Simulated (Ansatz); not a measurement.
# TiB: the crystal squeezed far

The task here is to estimate one member of a computed series from the others.

Method: DFT, r2SCAN, PAW with Ansatz's default frozen-core files, scalar-relativistic, in Ansatz 0.2.0.

## The system as given

Symmetry: F-43m, No. 216, cubic system. Conventional cell: a = 4.202 Å, b = 4.202 Å, c = 4.202 Å, α = 90.00°, β = 90.00°, γ = 90.00°. Ti (site symmetry -43m) is surrounded by 4 B at 1.82 Å. Around B (site symmetry -43m) lie 4 Ti at 1.82 Å.

As a file:

```
CELL_PARAMETERS angstrom
0.00000 2.10100 2.10100
2.10100 0.00000 2.10100
2.10100 2.10100 0.00000
ATOMIC_POSITIONS crystal
Ti 0.25000 0.25000 0.25000
B 0.00000 0.00000 0.00000
```

Whether this phase is the stable one at these pressures isn't tested.

Atoms are numbered in the order of the input: Ti1, B2.

Set-up of the first run:

Contents of input.yaml:

```yaml
crystal:
  lattice:
    - [0.0, 2.101, 2.101]
    - [2.101, 0.0, 2.101]
    - [2.101, 2.101, 0.0]
  atoms:
    - { symbol: Ti, position: [0.25, 0.25, 0.25] }
    - { symbol: B, position: [0.0, 0.0, 0.0] }
kpoints:
  mp_grid: { grid: [15, 15, 15] }
  band_path:
    path:
      - [0.0, 0.0, 0.0]
      - [-0.5, -0.5, 0.0]
      - [-0.375, -0.375, 0.25]
      - [-0.375, 0.0, 0.375]
      - [0.0, 0.0, 0.0]
      - [0.0, 0.0, 0.5]
      - [-0.5, -0.25, 0.25]
      - [-0.5, -0.5, 0.0]
    npoints: 6
scf:
  occupations: { method: fermi_dirac, width: 0.05 }
hamiltonian:
  xc: r2scan
  pseudopotentials: { kind: paw }
output:
  forces: true
  stress: true
  eigenvalues: true
  efg: { contact_densities: true }
  populations: true
```

Command:

```bash
ansatz run input.yaml --threads 1 --pin off --max-ram 2048MiB --backend cpu --events-out ev --progress --plain --runs-dir out
```

Steps of the session up to this table: Volume scaled by 1, PAW; Volume scaled by 0.85, PAW; Volume scaled by 0.8, PAW; Volume scaled by 0.45, PAW.

One table of the session follows, with a row left open; its other results are not shown here.

```
method  volume over the first  volume (Å³/atom)  pressure (GPa)
   PAW                      1             9.274          121.17
   PAW                   0.85             7.883          208.78
   PAW                    0.8             7.419          250.58
   PAW                   0.45                 ?               ?
```

Estimate the missing values for PAW, 0.45.

The run gave: volume (Å³/atom): 4.173; pressure (GPa): 1042.53. In the column «volume (Å³/atom)» it is the lowest.
